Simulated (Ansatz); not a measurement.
# GaO2+ (singlet): wave-function methods side by side, cc-pVTZ

One table from this session's results is given with a row withheld; the runs are named, their logs left out.

The runs use Ansatz 0.2.0, Gaussian basis; cc-pVTZ, core rule «outside noble gas», up to 16 orbitals frozen.

Plan: UHF; CCSD(T) on RHF; CCSD(T) on UHF; BCCD(T) on RHF; CCSDT(Q) on RHF; CCSDT(Q) on UHF.

10 further runs of the same task are left out: 4 for a known fault of the program, 1 that didn't finish, 5 set aside as unsound or not needed.

### The geometry

The geometry is a PBE0/def2-TZVP stationary point (not a proven minimum) of the parent state, kept for this charge and spin. No spin-orbit coupling is included. The filled d shell of Ga may be among the frozen orbitals whatever the setting's name suggests; the logs give the count.

3 atoms, charge 1, spin multiplicity 1.

Atoms are counted from 1 here; the program's logs count them from 0.

Bond lengths: Ga1–O2 1.857 Å, O2–O3 1.292 Å. Angles: Ga1–O2–O3 180.0°.

The first run:

The input, in.yaml:

```yaml
crystal:
  periodic: [false, false, false]
  atoms:
    - {symbol: Ga, position_ang: [0.000000, 0.000000, 1.669000]}
    - {symbol: O, position_ang: [0.000000, 0.000000, -0.188300]}
    - {symbol: O, position_ang: [0.000000, 0.000000, -1.480700]}
basis:
  gaussian: {orbitals: cc-pVTZ}
total_charge: 1
magnetization: {spin_polarized: true, initial_magnetization: 0}
hamiltonian: {xc: hf}
output: {orbitals: {seedname: orbitals}}
```

Started as:

```
ansatz run in.yaml --threads 1 --pin off --events-out ev --progress --plain --max-ram 4096MiB --backend cpu
```

Among the steps run: UHF; CCSD(T) on RHF; CCSD(T) on UHF; BCCD(T) on RHF; CCSDT(Q) on RHF; CCSDT(Q) on UHF.

One of the session's tables, all rows but one given; the rest of the session is left out.

| method | from RCCSDT(Q) (meV) |
| --- | --- |
| RHF | +15436.5 |
| RMP2 | +1164.8 |
| UMP2 | +530.2 |
| RCCSD | +1079.2 |
| UCCSD | +159.3 |
| RCCSD(T) | +288.4 |
| UCCSD(T) | -555.0 |
| BCCD(T) | ? |
| RCCSDT | +219.8 |
| UCCSDT | -787.6 |
| RCCSDT(Q) | 0 |
| UCCSDT(Q) | -1030.0 |

Estimate the missing values for BCCD(T).

The run gave: from RCCSDT(Q) (meV): +299.3. In the column «from RCCSDT(Q) (meV)» it lies between RCCSD(T) (+288.4) and UMP2 (+530.2).

Left out of the table: UHF (another determinant or state than the rows shown).

Caveats from the session: The determinant is far from a pure spin state, so its energy mixes those of several spin states (harmless only where they are near-degenerate, as at dissociation). The program flags UCCSD(T), UCCSDT(Q) as in doubt, so those rows may rest on another solution; read them beside their warnings. Warnings: restricted reference is unstable; spin contamination; coupled cluster took another determinant than the lowest; large T1 diagnostic. Restricted and unrestricted rows rest on different reference determinants; where their highest levels disagree by more than a few hundredths of an eV, they describe different states and don't form one ladder.
